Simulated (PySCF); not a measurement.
# [Pr(NH2)3]+: other functionals and bases at one geometry

The task here is to estimate one member of a computed series from the others.

The runs use PySCF 2.14.0; several levels, as the steps say, no spin–orbit coupling.

1 further run of the same task is left out (for a known fault of the program).

## Where the work starts

10 atoms, charge 1, spin multiplicity 1.

Bond lengths: Pr1–N2 2.110 Å, Pr1–H3 2.844 Å, Pr1–H4 2.837 Å, Pr1–N5 2.111 Å, Pr1–H6 2.837 Å, Pr1–H7 2.845 Å, Pr1–N8 2.111 Å, Pr1–H9 2.840 Å, Pr1–H10 2.841 Å, N2–H3 1.024 Å, N2–H4 1.024 Å, N5–H6 1.024 Å, N5–H7 1.024 Å, N8–H9 1.024 Å, N8–H10 1.024 Å. Angles: N2–Pr1–H3 16.8°, N2–Pr1–H4 17.0°, N2–Pr1–N5 115.4°, N2–Pr1–H6 99.3°, N2–Pr1–H7 130.7°, N2–Pr1–N8 115.3°, N2–Pr1–H9 99.3°, N2–Pr1–H10 130.8°, H3–Pr1–H4 33.7°, H3–Pr1–N5 99.5°, H3–Pr1–H6 83.0°, H3–Pr1–H7 115.5°, H3–Pr1–N8 130.7°, H3–Pr1–H9 115.3°, H3–Pr1–H10 144.7°, H4–Pr1–N5 131.0°, H4–Pr1–H6 115.6°, H4–Pr1–H7 144.8° and more.

Coordinates:

```xyz
10
H6N3Pr
Pr    0.0450    0.0369   -0.4961
N     2.0524    0.0032    0.1541
H     2.6245    0.8107    0.4169
H     2.6277   -0.8328    0.2912
N    -1.0349    1.7849   -0.0114
H    -0.6313    2.6924    0.2370
H    -2.0522    1.8803    0.0490
N    -1.0089   -1.7786   -0.2698
H    -0.5967   -2.7066   -0.1401
H    -2.0256   -1.8905   -0.2308
```

Formal oxidation states: Pr +4. Each metal's 1 4f electrons lie in its core potential, so multiplicities, spins and levels count the valence alone. An earlier session relaxed this geometry at PBE0, Pr lcecp-2-SVP with ECP47, N def2-SVP, H def2-SVP (singlet, point group C3v).

At PBE0 on the finer grid: E = -206.683136 Eh, frontier levels not given, since the 4f levels lie in the core, Mulliken charge on Pr1 +1.27 e, largest force component 0.023 eV/Å. 

Levels to run: B3LYP; r2SCAN; PBE0, TZVP. Hardware: 2 threads of Arm Neoverse V2, shared host.

The first run:

Contents of run.py (the lines that set the calculation):

```python
mol = gto.M(atom='''
Pr     0.04500     0.03695    -0.49611
N      2.05242     0.00325     0.15407
H      2.62448     0.81067     0.41695
H      2.62769    -0.83282     0.29119
N     -1.03487     1.78492    -0.01138
H     -0.63129     2.69243     0.23696
H     -2.05224     1.88033     0.04896
N     -1.00892    -1.77855    -0.26976
H     -0.59669    -2.70663    -0.14012
H     -2.02557    -1.89055    -0.23076''',
    basis={'Pr': 'lcecp-2-SVP', 'N': 'def2-SVP', 'H': 'def2-SVP'},
    ecp={'Pr': 'lcecp-2-SVP'},
    charge=1, spin=0)
mf = dft.RKS(mol, xc='B3LYP')
mf.grids.atom_grid = (75, 302)  # f atoms: unpruned, at least (60, 302)
mf = mf.density_fit()  # fitting sets: Pr AutoAux, N def2-universal-JKFIT, H def2-universal-JKFIT
mf.conv_tol = 1e-08; mf.max_cycle = 55
mf.kernel(dm0)  # dm0: the density of the relaxed state
```

Command:

```bash
OMP_NUM_THREADS=2 python run.py
```

Steps of the session up to this table: B3LYP; r2SCAN; PBE0, TZVP.

One of the session's tables, all rows but one given; the rest of the session is left out.

| level | charge on Pr1 (e) | dipole (D) | largest force component (eV/Å) |
| --- | --- | --- | --- |
| PBE0 (relaxed here) | 1.27 | 1.06 | 0.02 |
| B3LYP | 1.19 | 1.06 | 0.30 |
| r2SCAN | ? | ? | ? |
| PBE0, TZVP | 1.77 | 1.14 | 0.47 |

Estimate the missing values for r2SCAN.

**Answer.** charge on Pr1 (e): 1.21; dipole (D): 1.01; largest force component (eV/Å): 0.27. In the column «charge on Pr1 (e)» it lies between B3LYP (1.19) and PBE0 (relaxed here) (1.27).

The dipole of a charged species depends on the origin, so these sizes hold for this origin alone.

The largest leftover force, 0.47 eV/Å with PBE0, TZVP, stands at a geometry relaxed at another level. With 4f in the core, its levels are missing from HOMO and gap, and its count is fixed, so no charge can pass from the ligands into it. Total energies of different levels can't be compared.
